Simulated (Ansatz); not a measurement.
Here is an Ansatz 0.2.0 calculation.

input.yaml

```yaml
crystal:
  lattice:
    - [2.5190008694, 0.0, 0.0]
    - [-1.2595004347, 2.1815187451, 0.0]
    - [0.0, 0.0, 23.182]
  atoms:
    - { symbol: Co, position: [0.3333333333, 0.6666666666, 0.3235268743], spin: 2.0 }
    - { symbol: Co, position: [0.6666666667, 0.3333333334, 0.4117634371], spin: 2.0 }
    - { symbol: Co, position: [0.3333333333, 0.6666666666, 0.5], spin: 2.0 }
    - { symbol: Co, position: [0.6666666667, 0.3333333334, 0.5882365629], spin: 2.0 }
    - { symbol: Co, position: [0.3333333333, 0.6666666666, 0.6764731257], spin: 2.0 }
hamiltonian:
  xc: pbe
  pseudopotentials: { kind: paw }
magnetization:
  spin_polarized: true
kpoints:
  mp_grid: { grid: [12, 12, 1] }
scf:
  occupations: { method: fermi_dirac, width: 0.05 }
output:
  forces: true
  eigenvalues: true
relax:
  f_tol: 0.02
  max_steps: 40
  constraints: [{ sites: [0, 1] }]
efield:
  axis: 3
  dipole_correction: true
  ramp_width: 0.04
```

Potentials or basis: Ansatz PAW.

Run with:

```sh
$ ansatz run input.yaml --threads 4 --pin off --max-ram 11264MiB --backend cpu --events-out ev --progress --plain --runs-dir out
```

Predict the site moments.

Co +1.84, +1.78, +1.72, +1.76, +1.82 μB.

What does it give for the energy gained by relaxing?

7.4 meV/atom.

Predict the work function of the lower face.

4.92 eV.

Estimate the dipole across the slab.

0.002 e·Å.

Forces in eV/Å, atoms in the order of the input:
```
Co   0.000  0.000  0.509
Co   0.000  0.000 -0.511
Co   0.000  0.000 -0.001
Co   0.000  0.000  0.002
Co   0.000  0.000  0.001
```
